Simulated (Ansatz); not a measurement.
**InH₅Se: up Jacob's ladder to CCSD(T)**

One table from this session's results is given with a row withheld; the runs are named, their logs left out.

Program: Ansatz 0.2.0, Gaussian basis. Level of theory: functionals in def2-TZVPP, the program's frozen cores in correlated methods. These are calculated values, not measurements.

Levels to be run: LDA (SPW92), PBE-D4, revPBE-D4, BLYP-D4, r2SCAN-D4, B97M-V, PBE0-D4, B3LYP-D4, r2SCANh-D4, r2SCAN0-D4, HSE06-D4, BHLYP-D4, CAM-B3LYP-D4, LC-ωPBE, ωB97X-V, ωB97M-V, B2PLYP, PBE-QIDH; CCSD(T)/def2-SVP; CCSD(T)/def2-TZVPP; MP2/def2-QZVPP; extrapolation to the limit; RPA on PBE.

### Structure used throughout

The geometry comes from an earlier relaxation with PBE0-D4 in a triple-zeta def2 set; it is a stationary point, not always the lowest conformer. In takes the def2 core potential; no spin-orbit term is included.

SMILES `[SeH2+][InH3-]`, 7 atoms, charge 0, spin multiplicity 1.

Atoms are counted from 1 here; the program's logs count them from 0.

Bond lengths: Se1–In2 2.980 Å, Se1–H3 1.468 Å, Se1–H4 1.468 Å, In2–H5 1.731 Å, In2–H6 1.728 Å, In2–H7 1.731 Å. Angles: In2–Se1–H3 94.2°, In2–Se1–H4 94.1°, H3–Se1–H4 91.4°, Se1–In2–H5 94.1°, Se1–In2–H6 95.1°, Se1–In2–H7 94.2°, H5–In2–H6 119.5°, H5–In2–H7 119.2°, H6–In2–H7 119.5°.

Set-up of the first run:

The input, in.yaml:

```yaml
crystal:
  periodic: [false, false, false]
  atoms:
    - {symbol: Se, position_ang: [-1.031997, -1.328706, 0.500012]}
    - {symbol: In, position_ang: [0.497701, 1.176831, -0.010189]}
    - {symbol: H, position_ang: [0.160460, -2.184654, 0.497188]}
    - {symbol: H, position_ang: [-1.272483, -1.596851, -0.922953]}
    - {symbol: H, position_ang: [-0.033955, 1.314721, -1.651573]}
    - {symbol: H, position_ang: [-0.294917, 2.094215, 1.221303]}
    - {symbol: H, position_ang: [2.036392, 0.456544, 0.320611]}
basis:
  gaussian: {orbitals: def2-TZVPP}
hamiltonian: {xc: lda}
output: {orbitals: {seedname: orbitals}}
```

Command:

```sh
ansatz run in.yaml --threads 4 --pin off --events-out ev --progress --plain --max-ram 10444MiB
```

Steps of the session up to this table: LDA; PBE-D4 (GGA); revPBE-D4 (GGA); BLYP-D4 (GGA); r2SCAN-D4 (meta-GGA); B97M-V (meta-GGA); B3LYP-D4 (hybrid); r2SCANh-D4 (hybrid); r2SCAN0-D4 (hybrid); HSE06-D4 (hybrid); BHLYP-D4 (hybrid); CAM-B3LYP-D4 (range-separated); LC-ωPBE (range-separated); ωB97X-V (range-separated); ωB97M-V (range-separated); B2PLYP (double hybrid); PBE-QIDH (double hybrid).

One table of the session follows, with a row left open; its other results are not shown here.

It belongs to the step «Frontier levels by functional». 

```
  functional  HOMO (eV)  gap (eV)
 LDA (SPW92)          ?         ?
      PBE-D4      -6.43      4.68
   revPBE-D4      -6.39      4.69
     BLYP-D4      -6.34      4.65
   r2SCAN-D4      -6.72      5.23
      B97M-V      -6.80      5.21
     PBE0-D4      -7.61      6.79
    B3LYP-D4      -7.43      6.34
  r2SCANh-D4      -7.15      6.00
  r2SCAN0-D4      -7.80      7.14
    HSE06-D4      -7.20      6.00
    BHLYP-D4      -8.73      8.61
CAM-B3LYP-D4      -8.98      9.00
     LC-ωPBE     -10.34     11.40
     ωB97X-V     -10.00     10.95
     ωB97M-V      -9.83     10.42
```

**Question.** Estimate the row for LDA (SPW92).

The run gave: HOMO (eV): -6.51; gap (eV): 4.66. In the column «HOMO (eV)» it lies between r2SCAN-D4 (-6.72) and PBE-D4 (-6.43).
